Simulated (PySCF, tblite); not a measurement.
# CH₉OSi₃ radical, a small gas-phase stand-in for a defect centre (Si site with back bonds [SiH3], C[SiH3], O): EPR parameters

Wanted: the EPR parameters for `O[Si]([SiH3])C[SiH3]`. It is drawn as: dangling bond.

Computed with tblite 0.8.0 and PySCF 2.14.0; each step states its level. No surroundings beyond the atoms listed, unless a continuum is named. Atoms count from 0, parts from 1.

## (1) The system as given

14 atoms, charge 0, multiplicity 2; geometry: distance geometry start.

## (2) Geometry optimisation with GFN2-xTB

The job: settings as JSON, then the geometry in Å.

```
{"job": {"kind": "relax", "xc": "GFN2-xTB", "basis": "xTB"}, "charge": 0, "multiplicity": 2}
Si     0.239943     1.446698     0.149539
Si     0.606483     0.726301    -1.938384
C     -0.251336     0.173690     1.342656
Si    -1.212972    -1.146198     0.493111
O     -0.560217     3.028492     0.273054
H      0.621237     1.849313    -2.837351
H      1.860124     0.060703    -1.988041
H     -0.461993    -0.163781    -2.322816
H      0.582166    -0.216726     1.796653
H     -0.866358     0.608493     2.070276
H     -2.060453    -1.786408     1.401379
H     -0.282653    -2.123554    -0.022222
H     -1.942464    -0.615520    -0.585448
H     -0.589586     3.685027    -0.424936
```

Level: GFN2-xTB geometry optimisation, gas phase.

Launch:

```bash
OMP_NUM_THREADS=1 python cluster_run.py task.json out
```

This one command runs all jobs of the session in turn.

Standard output:

```text
step      E/eV     max force
  0    -433.25688    4.326
  1    -433.67527    2.298
  2    -433.89580    1.254
  3    -433.95105    1.073
  4    -434.02362    0.466
  5    -434.04142    0.400
  6    -434.06895    0.467
  7    -434.08663    0.393
  8    -434.10221    0.380
  9    -434.11262    0.350
 10    -434.12353    0.279
 11    -434.13474    0.452
 12    -434.14677    0.490
 13    -434.15820    0.320
 14    -434.16792    0.255
 15    -434.17813    0.224
 16    -434.18829    0.311
 17    -434.19607    0.305
 18    -434.20176    0.192
 19    -434.20639    0.163
 20    -434.21059    0.163
 21    -434.21477    0.236
 22    -434.21801    0.194
 23    -434.22033    0.102
 24    -434.22268    0.143
 25    -434.22480    0.136
 26    -434.22620    0.090
 27    -434.22731    0.080
 28    -434.22872    0.122
 29    -434.23078    0.198
 30    -434.23309    0.198
 31    -434.23458    0.107
 32    -434.23524    0.069
 33    -434.23580    0.069
 34    -434.23680    0.137
 35    -434.23845    0.204
 36    -434.24042    0.204
 37    -434.24189    0.126
 38    -434.24279    0.065
 39    -434.24364    0.088
 40    -434.24485    0.133
 41    -434.24631    0.154
 42    -434.24749    0.101
 43    -434.24821    0.057
 44    -434.24876    0.055
 45    -434.24939    0.071
 46    -434.25018    0.080
 47    -434.25098    0.071
 48    -434.25164    0.057
 49    -434.25216    0.052
 50    -434.25258    0.056
 51    -434.25294    0.045
 52    -434.25335    0.044
 53    -434.25377    0.043
 54    -434.25412    0.036
 55    -434.25438    0.035
 56    -434.25458    0.032
 57    -434.25479    0.041
 58    -434.25512    0.050
 59    -434.25561    0.061
 60    -434.25621    0.058
 61    -434.25675    0.047
 62    -434.25710    0.044
 63    -434.25739    0.052
 64    -434.25784    0.073
 65    -434.25865    0.089
 66    -434.25994    0.098
 67    -434.26122    0.090
 68    -434.26224    0.064
 69    -434.26295    0.061
 70    -434.26363    0.072
 71    -434.26442    0.083
 72    -434.26573    0.075
 73    -434.26836    0.092
 74    -434.26963    0.111
 75    -434.26589    0.289
 76    -434.27108    0.086
 77    -434.27182    0.066
 78    -434.27412    0.091
 79    -434.27486    0.116
 80    -434.27625    0.109
 81    -434.27718    0.083
 82    -434.27785    0.052
 83    -434.27886    0.091
 84    -434.27972    0.110
 85    -434.28062    0.095
 86    -434.28141    0.070
 87    -434.28205    0.084
 88    -434.28277    0.084
 89    -434.28342    0.054
 90    -434.28381    0.037
 91    -434.28404    0.040
 92    -434.28423    0.040
 93    -434.28442    0.034
 94    -434.28462    0.031
 95    -434.28481    0.035
 96    -434.28500    0.030
 97    -434.28512    0.024
 98    -434.28518    0.019
 99    -434.28522    0.016
100    -434.28526    0.020
101    -434.28531    0.017
102    -434.28535    0.018
103    -434.28540    0.021
104    -434.28544    0.017
105    -434.28547    0.015
106    -434.28552    0.017
107    -434.28556    0.017
108    -434.28561    0.019
109    -434.28566    0.015
110    -434.28571    0.014
111    -434.28578    0.019
112    -434.28586    0.026
113    -434.28597    0.033
114    -434.28611    0.036
115    -434.28624    0.024
116    -434.28635    0.031
117    -434.28644    0.023
118    -434.28655    0.028
119    -434.28674    0.037
120    -434.28695    0.054
121    -434.28715    0.057
122    -434.28739    0.048
123    -434.28766    0.032
124    -434.28798    0.037
125    -434.28840    0.039
126    -434.28876    0.049
127    -434.28901    0.040
128    -434.28916    0.057
129    -434.28929    0.048
130    -434.28952    0.029
131    -434.28973    0.039
132    -434.28993    0.037
133    -434.29008    0.039
134    -434.29029    0.029
135    -434.29047    0.037
136    -434.29070    0.040
137    -434.29085    0.031
138    -434.29106    0.029
139    -434.29122    0.034
140    -434.29139    0.047
141    -434.29156    0.049
142    -434.29168    0.036
143    -434.29181    0.018
144    -434.29187    0.020
145    -434.29192    0.027
146    -434.29198    0.031
147    -434.29204    0.026
148    -434.29207    0.014
149    -434.29208    0.006
```

Run time: 3.6 s. Hardware: 1 thread of Arm Neoverse V2, shared host.

Along the way:

| step | energy from step 0 (eV) | largest force (eV/Å) |
| --- | --- | --- |
| 0 | 0.0000 | 4.3262 |
| 6 | -0.8121 | 0.4668 |
| 12 | -0.8899 | 0.4904 |
| 18 | -0.9449 | 0.1920 |
| 24 | -0.9658 | 0.1432 |
| 30 | -0.9762 | 0.1981 |
| 36 | -0.9835 | 0.2043 |
| 42 | -0.9906 | 0.1003 |
| 48 | -0.9948 | 0.0571 |
| 54 | -0.9972 | 0.0359 |
| 60 | -0.9993 | 0.0581 |
| 66 | -1.0031 | 0.0981 |
| 72 | -1.0088 | 0.0747 |
| 78 | -1.0172 | 0.0911 |
| 84 | -1.0228 | 0.1106 |
| 90 | -1.0269 | 0.0368 |
| 96 | -1.0281 | 0.0294 |
| 102 | -1.0285 | 0.0181 |
| 108 | -1.0287 | 0.0192 |
| 114 | -1.0292 | 0.0362 |
| 120 | -1.0301 | 0.0538 |
| 126 | -1.0319 | 0.0495 |
| 132 | -1.0331 | 0.0365 |
| 138 | -1.0342 | 0.0288 |
| 144 | -1.0350 | 0.0197 |
| 149 | -1.0352 | 0.0060 |

Distances of close pairs at the start and the end, largest changes first:

| bond | before (Å) | after (Å) | change (Å) |
| --- | --- | --- | --- |
| Si0–O4 | 1.777 | 1.652 | -0.125 |
| Si0–C2 | 1.813 | 1.909 | +0.096 |
| Si3–H10 | 1.398 | 1.468 | +0.070 |
| C2–H8 | 1.026 | 1.091 | +0.065 |
| C2–Si3 | 1.841 | 1.902 | +0.061 |
| Si3–H12 | 1.406 | 1.461 | +0.055 |
| Si0–Si1 | 2.239 | 2.292 | +0.053 |
| Si1–H6 | 1.420 | 1.466 | +0.046 |

## (3) Geometry optimisation at PBE0-D3(BJ)/def2-SVP

The job: settings as JSON, then the geometry in Å.

```
{"job": {"xc": "PBE0", "basis": "def2-SVP", "d3": "d3bj", "grid": 2, "kind": "geom", "shake": 0.01}, "charge": 0, "multiplicity": 2}
Si     0.609922     1.088063     0.202128
Si     1.352170     0.489876    -1.872464
C      0.173049    -0.251386     1.465444
Si    -1.229271    -1.368869     0.983055
O     -0.884939     1.853054     0.106261
H      1.569119     1.736322    -2.642644
H      2.678062    -0.132050    -1.666042
H      0.661024    -0.386603    -2.812213
H      1.084261    -0.852975     1.640801
H     -0.031829     0.203778     2.449461
H     -1.447549    -2.410512     2.019402
H     -0.950009    -2.011932    -0.291753
H     -2.528047    -0.592450     0.860011
H     -1.062441     2.621079    -0.427039
```

Standard output:

```text
step   0  E = -986.35870958  max force = 0.021381
step   1  E = -986.36528355  max force = 0.007127
step   2  E = -986.36597926  max force = 0.002886
step   3  E = -986.36619529  max force = 0.001368
step   4  E = -986.36622509  max force = 0.000816
step   5  E = -986.36624691  max force = 0.000361
step   6  E = -986.36625849  max force = 0.000611
step   7  E = -986.36627905  max force = 0.001006
step   8  E = -986.36629610  max force = 0.000768
step   9  E = -986.36631719  max force = 0.000643
step  10  E = -986.36633358  max force = 0.000554
step  11  E = -986.36634830  max force = 0.000791
step  12  E = -986.36636388  max force = 0.000633
step  13  E = -986.36637786  max force = 0.000763
step  14  E = -986.36638899  max force = 0.000570
step  15  E = -986.36639650  max force = 0.000561
step  16  E = -986.36640114  max force = 0.000346
optimisation converged
```

Wall time 4.3 min (1 thread of Arm Neoverse V2, shared host); peak memory 0.68 GiB.

Step by step:

| step | energy from step 0 (eV) | largest force component (eV/Å) |
| --- | --- | --- |
| 0 | 0.0000 | 1.0995 |
| 1 | -0.1789 | 0.3665 |
| 2 | -0.1978 | 0.1484 |
| 3 | -0.2037 | 0.0703 |
| 4 | -0.2045 | 0.0420 |
| 5 | -0.2051 | 0.0186 |
| 6 | -0.2054 | 0.0314 |
| 7 | -0.2060 | 0.0517 |
| 8 | -0.2064 | 0.0395 |
| 9 | -0.2070 | 0.0331 |
| 10 | -0.2075 | 0.0285 |
| 11 | -0.2079 | 0.0407 |
| 12 | -0.2083 | 0.0326 |
| 13 | -0.2087 | 0.0392 |
| 14 | -0.2090 | 0.0293 |
| 15 | -0.2092 | 0.0288 |
| 16 | -0.2093 | 0.0178 |

Close pairs (by a distance rule), those that changed most:

| bond | before (Å) | after (Å) | change (Å) |
| --- | --- | --- | --- |
| Si0–Si1 | 2.283 | 2.358 | +0.075 |
| Si3–H11 | 1.455 | 1.495 | +0.040 |
| Si1–H7 | 1.459 | 1.499 | +0.040 |
| C2–Si3 | 1.857 | 1.890 | +0.033 |
| Si3–H12 | 1.518 | 1.491 | -0.027 |
| Si1–H6 | 1.479 | 1.497 | +0.018 |
| Si1–H5 | 1.481 | 1.497 | +0.016 |
| Si0–C2 | 1.892 | 1.878 | -0.015 |

The final coordinates are the input of the step that follows.

| at the end point | value |
| --- | --- |
| point group (found at 0.08 Å tolerance) | C1 |
| rotational constants (GHz, main isotopes) | 3.118, 1.366, 1.159 |
| dipole moment (D) | 1.02 |
| ⟨S²⟩ | 0.753 |

## (4) EPR parameters: B3LYP/IGLO-III+pcH-1

The job: settings as JSON, then the geometry in Å.

```
{"job": {"kind": "epr"}, "charge": 0, "multiplicity": 2}
Si     0.513907     1.176914     0.244407
Si     1.455213     0.459151    -1.794759
C      0.221687    -0.252282     1.426435
Si    -1.295945    -1.288776     0.985005
O     -1.007987     1.858743     0.023075
H      1.573310     1.631355    -2.719065
H      2.830986    -0.062557    -1.518189
H      0.673820    -0.607702    -2.501509
H      1.120641    -0.892320     1.428784
H      0.096010     0.127688     2.455076
H     -1.301176    -2.558616     1.778551
H     -1.269972    -1.647181    -0.466419
H     -2.551156    -0.541061     1.281924
H     -1.065703     2.582040    -0.608981
```

Method: UKS B3LYP, IGLO-III on C O Si, pcH-1 on H, non-relativistic, mean-field spin-orbit, GIAO.

Standard output:

```text
UKS, coarse grid
  cycle   1  E = -987.22520334  |g| = 6.29e-01
  cycle   2  E = -986.73470060  |g| = 1.25e+00
  cycle   3  E = -987.36052776  |g| = 1.43e-01
  cycle   4  E = -987.36710838  |g| = 7.67e-02
  cycle   5  E = -987.36996352  |g| = 1.30e-02
  cycle   6  E = -987.37005618  |g| = 3.32e-03
  cycle   7  E = -987.37006212  |g| = 8.98e-04
UKS, final grid
  cycle   1  E = -987.37010437  |g| = 7.16e-04
  cycle   2  E = -987.37010436  |g| = 7.87e-04
  cycle   3  E = -987.37010464  |g| = 2.22e-04
  cycle   4  E = -987.37010465  |g| = 3.07e-05
  cycle   5  E = -987.37010466  |g| = 1.69e-05
E = -987.37010466 Eh   <S^2> = 0.7526 (exact 0.7500)
g shifts (ppm)      1          2          3
  rmc          -162       -162       -162
  gc             64         12         66
  oz_so        -528       -131       2245
  total        -627       -280       2149
hyperfine (MHz)  atom isotope    a_iso     a_fc   dipolar eigenvalues
    0  29Si    -506.38    -507.48   -137.46     67.26     70.21
    1  29Si    -126.21    -126.41    -23.80     10.07     13.73
    2   13C      17.30      17.28     -4.95     -3.93      8.88
    3  29Si     -32.41     -32.46     -6.69      3.13      3.56
    4   17O     -14.35     -14.28    -31.25     15.08     16.16
    5    1H      -7.55      -7.55     -2.73     -1.19      3.92
    6    1H      -5.89      -5.89     -2.82     -1.19      4.02
    7    1H      67.11      67.11     -2.67     -0.19      2.85
    8    1H      -2.99      -3.00     -3.61     -1.51      5.12
    9    1H      20.86      20.86     -4.42     -2.63      7.06
   10    1H      12.80      12.80     -1.04     -0.49      1.54
   11    1H      -0.91      -0.91     -1.61     -0.75      2.35
   12    1H       0.41       0.41     -1.28     -0.61      1.88
   13    1H      -5.97      -6.00     -8.18     -3.70     11.89
```

Run time: 90 s. Hardware: 1 thread of Arm Neoverse V2, shared host; peak memory 0.98 GiB.

Principal g values 2.00169, 2.00204, 2.00447; g(iso) = 2.00273, against 2.00232 for a free electron.

Hyperfine couplings, nucleus by nucleus at this fixed geometry (no averaging over rotations):

| nuclei | isotope | a(iso) (MHz) | a(iso) (G, at g = 2.0023) | largest dipolar term (MHz) |
| --- | --- | --- | --- | --- |
| Si0 | 29Si | -506.4 | -180.7 | -137.5 |
| Si1 | 29Si | -126.2 | -45.0 | -23.8 |
| H7 | 1H | 67.1 | 23.9 | 2.9 |
| Si3 | 29Si | -32.4 | -11.6 | -6.7 |
| H9 | 1H | 20.9 | 7.4 | 7.1 |
| C2 | 13C | 17.3 | 6.2 | 8.9 |
| O4 | 17O | -14.3 | -5.1 | -31.2 |
| H10 | 1H | 12.8 | 4.6 | 1.5 |
| H5 | 1H | -7.6 | -2.7 | 3.9 |
| H13 | 1H | -6.0 | -2.1 | 11.9 |
| H6 | 1H | -5.9 | -2.1 | 4.0 |
| H8 | 1H | -3.0 | -1.1 | 5.1 |
| H11 | 1H | -0.9 | -0.3 | 2.4 |
| H12 | 1H | 0.4 | 0.1 | 1.9 |

Mulliken spin populations:

Si0 0.80; Si1 0.08; C2 0.01; Si3 0.02; O4 0.05; H5 0.00; H6 0.00; H7 0.04; H8 0.00; H9 0.00; H10 0.01; H11 0.00; H12 0.00; H13 0.00

In first order the couplings over 0.8 MHz of 1H give 256 distinct lines over 44.3 G.

Orbitals, density, ELF and potential are computed afterwards from the orbital file.

ELF in a plane through or near 5 of the atoms.

Values, 10 rows by 14 columns:
```
0.00 0.00 0.00 0.00 0.00 0.00 0.00 0.00 0.00 0.00 0.00 0.00 0.00 0.00
0.00 0.00 0.00 0.00 0.00 0.01 0.01 0.01 0.00 0.00 0.00 0.00 0.00 0.00
0.00 0.00 0.00 0.00 0.01 0.84 0.84 0.57 0.17 0.00 0.00 0.00 0.00 0.00
0.00 0.00 0.08 0.14 0.01 0.17 0.77 0.87 0.08 0.43 0.97 0.34 0.00 0.00
0.00 0.06 0.99 1.00 0.41 0.42 0.29 0.09 0.11 0.86 0.97 0.35 0.00 0.00
0.00 0.12 0.96 0.98 0.61 0.24 0.58 0.14 0.41 0.78 0.59 0.45 0.02 0.00
0.00 0.00 0.05 0.31 0.18 0.34 0.10 0.02 0.19 0.57 1.00 1.00 0.22 0.00
0.00 0.00 0.01 0.23 0.29 0.07 0.01 0.00 0.01 0.12 0.94 0.83 0.00 0.00
0.00 0.00 0.00 0.00 0.00 0.00 0.00 0.00 0.00 0.00 0.00 0.00 0.00 0.00
0.00 0.00 0.00 0.00 0.00 0.00 0.00 0.00 0.00 0.00 0.00 0.00 0.00 0.00
```
The map spans 12.2 Å across and 10.6 Å up, centred on the molecule. Atoms in the plane (x, y in Å): Si1 (-2.3, -0.6), O4 (-0.2, 2.1), H5 (-3.5, 0.3), H10 (3.1, -1.3), H13 (-1.0, 2.7).

log10 of the density (e/Å³) in the same plane.

Values, 10 rows by 14 columns:
```
-4.0 -4.0 -4.0 -4.0 -4.0 -4.0 -4.0 -4.0 -4.0 -4.0 -4.0 -4.0 -4.0 -4.0
-4.0 -4.0 -4.0 -4.0 -3.9 -2.9 -2.5 -2.7 -3.3 -4.0 -4.0 -4.0 -4.0 -4.0
-4.0 -4.0 -4.0 -4.0 -2.8 -1.2 -0.4 -0.9 -2.0 -3.0 -3.4 -3.9 -4.0 -4.0
-4.0 -3.7 -2.8 -2.3 -2.1 -1.1  0.3  0.2 -1.4 -1.6 -1.6 -2.4 -3.8 -4.0
-4.0 -2.8 -1.4 -0.6 -1.0 -0.9 -0.7 -1.0 -1.1 -0.5 -0.7 -1.8 -3.2 -4.0
-4.0 -2.6 -1.2 -0.2  1.1 -0.3 -0.9 -1.0 -0.3  1.1 -0.5 -1.4 -2.7 -4.0
-4.0 -3.1 -2.1 -1.0 -0.4 -0.7 -1.5 -1.7 -1.0 -0.6  0.0 -0.9 -2.6 -4.0
-4.0 -4.0 -2.9 -1.9 -1.5 -1.9 -2.6 -2.9 -2.5 -2.0 -1.7 -2.1 -3.3 -4.0
-4.0 -4.0 -4.0 -3.3 -3.1 -3.3 -3.9 -4.0 -4.0 -3.7 -3.6 -3.9 -4.0 -4.0
-4.0 -4.0 -4.0 -4.0 -4.0 -4.0 -4.0 -4.0 -4.0 -4.0 -4.0 -4.0 -4.0 -4.0
```
The map spans 12.2 Å across and 10.6 Å up, centred on the molecule. Atoms in the plane (x, y in Å): Si1 (-2.3, -0.6), O4 (-0.2, 2.1), H5 (-3.5, 0.3), H10 (3.1, -1.3), H13 (-1.0, 2.7).

On the surface of density 0.002 e/bohr³ the electrostatic potential runs, from the 1st to the 99th percentile, from -1.04 V near O4 to 2.14 V near H13.

The spin density lies nearest to Si0 64 %; Si1 9 %; O4 8 %.

## (5) g tensor and hyperfine couplings: BHandHLYP/IGLO-III+pcH-1

The job, as its differences from that of step 4:

```diff
@@ -1,2 +1,2 @@
-{"job": {"kind": "epr"}, "charge": 0, "multiplicity": 2}
+{"job": {"kind": "epr", "xc": "BHandHLYP"}, "charge": 0, "multiplicity": 2}
 Si     0.513907     1.176914     0.244407
```

Method: UKS BHandHLYP, IGLO-III on C O Si, pcH-1 on H, non-relativistic, mean-field spin-orbit, GIAO.

Standard output:

```text
UKS, coarse grid
  cycle   1  E = -987.12392509  |g| = 5.09e-01
  cycle   2  E = -987.06901109  |g| = 6.57e-01
  cycle   3  E = -987.22680170  |g| = 5.58e-02
  cycle   4  E = -987.22817904  |g| = 2.54e-02
  cycle   5  E = -987.22853475  |g| = 6.42e-03
  cycle   6  E = -987.22857210  |g| = 1.78e-03
  cycle   7  E = -987.22857811  |g| = 5.67e-04
UKS, final grid
  cycle   1  E = -987.22860372  |g| = 3.31e-04
  cycle   2  E = -987.22860389  |g| = 2.42e-04
  cycle   3  E = -987.22860393  |g| = 1.11e-04
  cycle   4  E = -987.22860396  |g| = 6.47e-05
  cycle   5  E = -987.22860397  |g| = 1.05e-05
E = -987.22860397 Eh   <S^2> = 0.7544 (exact 0.7500)
g shifts (ppm)      1          2          3
  rmc          -163       -163       -163
  gc             66         10         67
  oz_so        -671       -141       2050
  total        -768       -293       1954
hyperfine (MHz)  atom isotope    a_iso     a_fc   dipolar eigenvalues
    0  29Si    -542.54    -543.63   -143.66     69.67     73.99
    1  29Si    -126.94    -127.13    -24.16      9.61     14.55
    2   13C      18.86      18.85     -4.88     -3.83      8.71
    3  29Si     -31.08     -31.13     -6.35      2.85      3.50
    4   17O     -19.77     -19.71    -29.77     14.25     15.52
    5    1H      -8.42      -8.42     -2.71     -1.23      3.94
    6    1H      -6.48      -6.48     -2.79     -1.23      4.02
    7    1H      65.99      65.98     -2.53     -0.17      2.71
    8    1H      -3.37      -3.38     -3.65     -1.64      5.29
    9    1H      20.39      20.39     -4.45     -2.73      7.17
   10    1H      12.26      12.26     -0.98     -0.50      1.48
   11    1H      -0.89      -0.89     -1.59     -0.78      2.37
   12    1H       0.32       0.32     -1.24     -0.65      1.89
   13    1H      -7.01      -7.04     -8.13     -3.80     11.93
```

Run time: 92 s. Hardware: 1 thread of Arm Neoverse V2, shared host; peak memory 0.93 GiB.

In short: g(iso) 2.00262.

## (6) Run by run: EPR parameters

g, ⟨S²⟩ and isotropic hyperfine couplings (MHz), with basis size and wall time:

| run | g(iso) | ⟨S²⟩ | 29Si Si0 | 29Si Si1 | 1H H7 | 29Si Si3 | 1H H9 | functions | time |
| --- | --- | --- | --- | --- | --- | --- | --- | --- | --- |
| B3LYP/IGLO-III+pcH-1 | 2.00273 | 0.753 | -506.4 | -126.2 | 67.1 | -32.4 | 20.9 | 292 | 90 s |
| BHandHLYP/IGLO-III+pcH-1 | 2.00262 | 0.754 | -542.5 | -126.9 | 66.0 | -31.1 | 20.4 | 292 | 92 s |

## (7) Outcome

| quantity | value |
| --- | --- |
| point group | C1 |
| rotational constants (main isotopes) | 3.12, 1.37, 1.16 GHz |
| g(iso) (B3LYP) | 2.00273 |
| ⟨S²⟩ | 0.753 (exact 0.75) |
| largest a(iso) | 29Si on Si0, -506.4 MHz |
| potential on the surface of density 0.002 e/bohr³, 1st and 99th percentile | -1.04 V and 2.14 V |

What this shows: The start of the PBE0/def2-SVP relaxation was shaken at random by about 0.01 Å, so part of the energy gained, and of the first lengths quoted, undoes that. Relaxing lowered the energy by 0.209 eV in 16 steps; the close pair that moved most is Si0–Si1, from 2.283 to 2.358 Å (PBE0/def2-SVP). Si0 carries the largest spin population, 0.80 e. The isotropic g lies 0.4 ppt above the free-electron value. The coupling of 29Si on Si0 runs from -542.5 (BHandHLYP/IGLO-III+pcH-1) to -506.4 MHz (B3LYP/IGLO-III+pcH-1). A capped cluster stands for the solid here, so long-range fields and strain are missing, and bands or shifts of the capping hydrogens have no counterpart in it.
